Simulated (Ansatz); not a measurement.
# FH7OSSi3: a dynamics run in two tries

Aim: a short trajectory for this system. SMILES of the start: O[Si](F)([SiH3])S[SiH3].

Method: RKS B3LYP/STO-3G, in Ansatz 0.2.0.

### Step 1. The system as given

Bond lengths: O1–Si2 1.731 Å, Si2–F3 1.675 Å, Si2–Si4 2.260 Å, Si2–S5 2.202 Å, S5–Si6 2.122 Å, O1–H7 1.023 Å, Si4–H8 1.442 Å, Si4–H9 1.460 Å, Si4–H10 1.448 Å, Si6–H11 1.493 Å, Si6–H12 1.514 Å, Si6–H13 1.445 Å. Angles (14 of 20 angles, heavy atoms first): O1–Si2–F3 105.3°, O1–Si2–Si4 103.4°, O1–Si2–S5 107.9°, F3–Si2–Si4 114.0°, F3–Si2–S5 107.8°, Si4–Si2–S5 117.5°, Si2–S5–Si6 105.2°, Si2–O1–H7 109.9°, Si2–Si4–H8 105.7°, Si2–Si4–H9 111.4°, Si2–Si4–H10 110.9°, S5–Si6–H11 107.7°, S5–Si6–H12 108.9°, S5–Si6–H13 116.4°.

As a file:

```xyz
13

O    -2.1682    1.6416   -0.3092
Si   -0.9727    0.4350    0.0244
F    -1.6411   -0.5325    1.2173
Si   -0.7106   -0.6070   -1.9642
S     0.7856    1.4439    0.8847
Si    2.0908   -0.1212    1.4773
H    -2.3407    2.2031    0.5289
H    -1.9099   -1.3839   -2.1592
H    -0.5106    0.3525   -3.0469
H     0.4281   -1.5001   -1.9344
H     2.9892   -0.4246    0.3246
H     1.2856   -1.3914    1.6479
H     2.8830    0.1182    2.6618
```

### Step 2. First attempt

Contents of input.yaml:

```yaml
crystal:
  periodic: [false, false, false]
  atoms:
    - { symbol: O, position_ang: [-2.168174, 1.641634, -0.309173] }
    - { symbol: Si, position_ang: [-0.972701, 0.435047, 0.024355] }
    - { symbol: F, position_ang: [-1.641093, -0.532496, 1.217295] }
    - { symbol: Si, position_ang: [-0.710615, -0.606967, -1.964216] }
    - { symbol: S, position_ang: [0.785633, 1.443917, 0.884725] }
    - { symbol: Si, position_ang: [2.090846, -0.121167, 1.47726] }
    - { symbol: H, position_ang: [-2.340716, 2.203142, 0.528856] }
    - { symbol: H, position_ang: [-1.909891, -1.38389, -2.159245] }
    - { symbol: H, position_ang: [-0.510624, 0.352531, -3.046859] }
    - { symbol: H, position_ang: [0.428095, -1.500116, -1.934366] }
    - { symbol: H, position_ang: [2.98921, -0.424641, 0.324627] }
    - { symbol: H, position_ang: [1.285605, -1.391357, 1.647891] }
    - { symbol: H, position_ang: [2.882977, 0.118164, 2.661775] }
basis:
  gaussian: { orbitals: STO-3G }
hamiltonian:
  xc: b3lyp
md:
  timestep: 0.25
  n_steps: 25
  ensemble: npt_langevin
  temperature: 400.0
  initial_velocities: maxwell_boltzmann
  seed: 753527
  friction: 0.01
  pressure: 1.0
```

Started as:

```bash
$ ansatz run input.yaml --threads 1 --pin off --max-ram 2048MiB --backend cpu --events-out ev --progress --plain --runs-dir out
```

Q: Predict the outcome of this session. Wanted: first try.

As calculated:

| quantity | value |
| --- | --- |
| first try | refused |
| cause | a barostat needs a periodic cell, and a molecule in free space has none |

What this shows: The fault in the first input was caught at the input check and cost nothing.
